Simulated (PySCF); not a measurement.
# BeSi: from the state search to spectroscopic constants

An exercise on one series of results from a longer session: the logs are not shown, and one member is left open.

Computed with PySCF 2.14.0. Level: Be def2-TZVPP, Si def2-TZVPP, no relativity.

Set-up of the first run:

The job is set up so:

| Quantity | Value |
| --- | --- |
| atoms | Be, Si |
| charge | 0 |
| basis | Be def2-TZVPP, Si def2-TZVPP |
| Hamiltonian | no relativity |
| basis functions | 61 |
| electrons treated | 18 |
| masses in u | 9.0122, 27.9769 |
| levels | PBE0, PBE, r²SCAN, r²SCANh, M06-2X, TPSSh, B97-3, ωB97X-V, HF, MP2, SCS-MP2, CCSD, CCSD(T) |
| grid | 80 radial by 434 angular points |
| occupations | held fixed by the projection of orbital angular momentum |
| dissociation limit | Be + Si, each in its ground configuration |
| starting distance in angstrom | 2.075 |
| values of 2S to try | 0, 2 |

Run with:

```sh
$ OMP_NUM_THREADS=1 python dia.py task.json out
```

Among the steps run: Input; First curve: PBE0; Excited determinants; PBE; r²SCAN (meta-GGA); r²SCANh (hybrid meta-GGA); M06-2X (hybrid meta-GGA); TPSSh (hybrid meta-GGA); B97-3 (global hybrid GGA); ωB97X-V (range-separated hybrid); ROHF (mean field); MP2 and coupled cluster.

One of the session's tables, all rows but one given; the rest of the session is left out.

It belongs to the step «The curves together». Energy (eV) from each level's lowest point:

```
R (Å)   ROHF  ROHF-MP2  ROHF-SCS-MP2  ROHF-CCSD  ROHF-CCSD(T)
1.827  0.559     0.622         0.630        n/a           n/a
1.913  0.255     0.287         0.297      0.301         0.304
1.998  0.087     0.094         0.103      0.111         0.109
2.061      ?         ?             ?          ?             ?
2.125  0.000     0.000         0.000      0.001         0.000
2.189  0.001     0.017         0.009      0.000         0.003
2.274  0.027     0.086         0.062      0.035         0.047
2.380  0.078     0.213         0.168      0.116         0.143
2.507  0.147     0.387         0.315      0.240         0.289
2.678  0.231     0.603         0.500        n/a           n/a
```

Estimate the missing values for R (Å) = 2.061.

Worked estimate for «ROHF». A straight line through the neighbours (1.998, 0.087) and (2.125, 0.000) gives 0.087 + (0.000 − 0.087) × (2.061 − 1.998) / (2.125 − 1.998) = 0.044; a parabola fitted to 4 rows on both sides gives 0.023.

The run gave: ROHF: 0.025; ROHF-MP2: 0.022; ROHF-SCS-MP2: 0.028; ROHF-CCSD: 0.035; ROHF-CCSD(T): 0.032. In «ROHF» the line misses by +0.019 and the parabola by -0.002.
